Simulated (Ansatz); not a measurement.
# GeH4S (SMILES [SH][GeH3]): single points off equilibrium

Aim: energy, forces and dipole at a structure displaced at random from a GFN2-xTB minimum, from CCSD(T) and from density functionals.

The runs use Ansatz 0.2.0, Gaussian basis; single points in def2-TZVPP.

Cores are frozen in the correlated methods. Filled d shells of the heavier atoms are correlated.

**1. The starting structure**

SMILES `[SH][GeH3]`, 6 atoms, charge 0, spin multiplicity 1.

Atoms are counted from 1 here; the program's logs count them from 0.

Bond lengths: S1–Ge2 2.225 Å, S1–H3 1.325 Å, Ge2–H4 1.458 Å, Ge2–H5 1.386 Å, Ge2–H6 1.505 Å. Angles: Ge2–S1–H3 89.2°, S1–Ge2–H4 111.7°, S1–Ge2–H5 113.0°, S1–Ge2–H6 106.3°, H4–Ge2–H5 112.0°, H4–Ge2–H6 103.8°, H5–Ge2–H6 109.5°.

Coordinates:

```mol
GeH4S
  3D, bonds by distance, orders not assigned

  6  5  0  0  0  0  0  0  0  0999 V2000
    0.8162   -1.0894    1.0603 S   0  0
   -0.1827    0.4735   -0.1682 Ge  0  0
    0.5916   -1.9664    0.0929 H   0  0
   -1.6170    0.2364   -0.2778 H   0  0
    0.4116    0.6487   -1.4077 H   0  0
   -0.0881    1.7529    0.6194 H   0  0
  1  2  8  0
  1  3  8  0
  2  4  8  0
  2  5  8  0
  2  6  8  0
M  END
```

**2. CCSD(T)/def2-TZVPP**

Contents of run/in.yaml:

```yaml
crystal:
  periodic: [false, false, false]
  atoms:
    - {symbol: S, position_ang: [0.816200, -1.089400, 1.060300]}
    - {symbol: Ge, position_ang: [-0.182700, 0.473500, -0.168200]}
    - {symbol: H, position_ang: [0.591600, -1.966400, 0.092900]}
    - {symbol: H, position_ang: [-1.617000, 0.236400, -0.277800]}
    - {symbol: H, position_ang: [0.411600, 0.648700, -1.407700]}
    - {symbol: H, position_ang: [-0.088100, 1.752900, 0.619400]}
basis:
  gaussian: {orbitals: def2-TZVPP}
correlation: {method: ccsd_t}
output: {forces: true}
```

No record of the launch command was kept for these runs.

**3. PBE0-D4/def2-TZVPP**

Edit run/in.yaml of step 2 so:

```diff
@@ -11,3 +11,3 @@
   gaussian: {orbitals: def2-TZVPP}
-correlation: {method: ccsd_t}
-output: {forces: true}
+hamiltonian: {xc: pbe0, dispersion: d4}
+output: {forces: true, orbitals: {seedname: orbitals}}
```

**4. wB97M-V/def2-TZVPP**

Edit run/in.yaml of step 3 so:

```diff
@@ -11,3 +11,3 @@
   gaussian: {orbitals: def2-TZVPP}
-hamiltonian: {xc: pbe0, dispersion: d4}
-output: {forces: true, orbitals: {seedname: orbitals}}
+hamiltonian: {xc: {name: wB97M-V}}
+output: {forces: true}
```

**5. r2SCAN-D4/def2-TZVPP**

Edit run/in.yaml of step 4 so:

```diff
@@ -11,3 +11,3 @@
   gaussian: {orbitals: def2-TZVPP}
-hamiltonian: {xc: {name: wB97M-V}}
+hamiltonian: {xc: r2scan, dispersion: d4}
 output: {forces: true}
```

**6. PBE-D4/def2-TZVPP**

Edit run/in.yaml of step 5 so:

```diff
@@ -11,3 +11,3 @@
   gaussian: {orbitals: def2-TZVPP}
-hamiltonian: {xc: r2scan, dispersion: d4}
+hamiltonian: {xc: pbe, dispersion: d4}
 output: {forces: true}
```

**7. SPW92/def2-TZVPP**

Edit run/in.yaml of step 6 so:

```diff
@@ -11,3 +11,3 @@
   gaussian: {orbitals: def2-TZVPP}
-hamiltonian: {xc: pbe, dispersion: d4}
+hamiltonian: {xc: lda}
 output: {forces: true}
```

**8. BHLYP-D4/def2-TZVPP**

Edit run/in.yaml of step 7 so:

```diff
@@ -11,3 +11,3 @@
   gaussian: {orbitals: def2-TZVPP}
-hamiltonian: {xc: lda}
+hamiltonian: {xc: {name: BHLYP}, dispersion: d4}
 output: {forces: true}
```

(Steps that only read results are left out.)

Before running it: what results should come out? Wanted: energy less free atoms, CCSD(T)/def2-TZVPP; RMS force component; RMS force error; HOMO and LUMO, PBE0-D4; T1 diagnostic.

**Answer**, as computed:

| quantity | value |
| --- | --- |
| energy less free atoms, CCSD(T)/def2-TZVPP | -1519.6 kJ/mol |
| RMS force component | 1.153 to 1.223 eV/Å over the methods |
| RMS force error | PBE0-D4 0.074, wB97M-V 0.021, r2SCAN-D4 0.042, PBE-D4 0.168, SPW92 0.175, BHLYP-D4 0.086 eV/Å |
| HOMO and LUMO, PBE0-D4 | -7.35 and -0.02 eV |
| T1 diagnostic | 0.011 |

What this shows: Against CCSD(T) the functionals' energies less atoms differ by -218.1 to +10.0 kJ/mol, PBE-D4 by -0.8 kJ/mol. The reference is not at the basis limit: in triple zeta CCSD(T) underbinds, which counts against methods that bind more; the gaps are no ranking. On forces the order runs from wB97M-V to SPW92. Frozen-core CCSD(T) forces in triple zeta carry basis errors of their own, and this is one geometry, so small gaps rank nothing.
